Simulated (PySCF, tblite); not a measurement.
**CH12N2OSi4: geometry, infrared bands and NMR shifts**

What infrared bands and NMR shifts should CH12N2OSi4 (`O=C(N[SiH3])[SiH2]N([SiH3])[SiH3]`) show?

Programs: tblite 0.8.0 and PySCF 2.14.0, with density-fitted response routines of our own. Each step states its level of theory. These are calculated values for one molecule in the gas phase, unless marked as measured. Atoms are numbered from 0 throughout.

### 1 The starting structure

20 atoms, charge 0, multiplicity 1; geometry from: force field or distance geometry start.

Bonds of the start (Å): O0–C1 1.25, C1–N2 1.45, N2–Si3 1.78, C1–Si4 1.85, Si4–N5 1.79, N5–Si6 1.80, N5–Si7 1.79, N2–H8 1.03, Si3–H9 1.48, Si3–H10 1.45, Si3–H11 1.50, Si4–H12 1.49, Si4–H13 1.45, Si6–H14 1.50, Si6–H15 1.45, Si6–H16 1.46, Si7–H17 1.47, Si7–H18 1.50, Si7–H19 1.45.

### 2 Optimising the geometry with GFN2-xTB

Job settings and geometry (Å):

```
{"job": {"kind": "relax", "xc": "GFN2-xTB", "basis": "xTB"}, "charge": 0, "multiplicity": 1}
O      1.275700    -1.634300    -0.921900
C      1.299900    -0.562100    -0.282000
N      2.523400     0.199500    -0.142600
Si     4.027800    -0.340700    -0.935000
Si    -0.174000     0.130300     0.596300
N     -1.683400    -0.682400     0.096300
Si    -2.709700    -0.687400     1.581100
Si    -2.595700     0.268900    -1.119200
H      2.553700     1.076200     0.388200
H      5.161900     0.481600    -0.443900
H      3.897700    -0.377200    -2.373900
H      4.374900    -1.731700    -0.509000
H     -0.013400    -0.171100     2.047000
H     -0.180800     1.573100     0.455800
H     -2.756800     0.746200     2.015600
H     -4.072900    -1.043800     1.226800
H     -2.136900    -1.508000     2.646500
H     -2.370700    -0.299800    -2.452100
H     -4.052600     0.057600    -0.840600
H     -2.373100     1.696100    -1.036400
```

Command:

```console
> OMP_NUM_THREADS=1 python probes_run.py task.json out
```

One launch serves the whole session: the jobs run in the order shown.

**Question.** This job is followed by: GFN2-xTB harmonic vibrations, gas phase; GIAO PBE0/pcSseg-1 NMR shielding, non-relativistic, gas phase. What will the session give for the following? strongest single infrared mode (GFN2-xTB); zero-point energy (GFN2-xTB); 13C shifts against TMS (PBE0/pcSseg-1); 1H shifts against TMS (PBE0/pcSseg-1, means over atoms taken as alike); 17O shifts against H2O (PBE0/pcSseg-1); 15N shifts against NH3 (PBE0/pcSseg-1); 29Si shifts against TMS (PBE0/pcSseg-1, means over atoms taken as alike); surface potential, 1st and 99th percentile.

**Answer**, as computed:

| quantity | value |
| --- | --- |
| strongest single infrared mode (GFN2-xTB) | 2236 cm⁻¹, 590 km/mol |
| zero-point energy (GFN2-xTB) | 76.1 kcal/mol |
| 13C shifts against TMS (PBE0/pcSseg-1) | 198.6 ppm |
| 1H shifts against TMS (PBE0/pcSseg-1, means over atoms taken as alike) | 5.45, 5.04, 4.92, 4.56 ppm |
| 17O shifts against H2O (PBE0/pcSseg-1) | 494.2 ppm |
| 15N shifts against NH3 (PBE0/pcSseg-1) | 142.2, -22.6 ppm |
| 29Si shifts against TMS (PBE0/pcSseg-1, means over atoms taken as alike) | -56.6, -57.0, -74.4 ppm |
| surface potential, 1st and 99th percentile | -1.08 V and 2.33 V |

The optimisation took 281 steps and gained 1.368 eV; among the close pairs (by a distance rule), C1–N2 changed most, from 1.448 to 1.332 Å. No mode is imaginary among the 54: a minimum at this level. The strongest single mode, at 2236 cm⁻¹, moves mainly H14. Unscaled tight-binding wavenumbers are off by several per cent, some by more. Its intensities can rank the bands wrongly. At PBE0/pcSseg-1: The largest span, 750 ppm, is at O0, where the paramagnetic term is -564 ppm. At PBE0/pcSseg-1, counted by nearest atom on the grid, the HOMO lies on N5 53 %; H19 10 %, the LUMO on C1 41 %; O0 21 %.
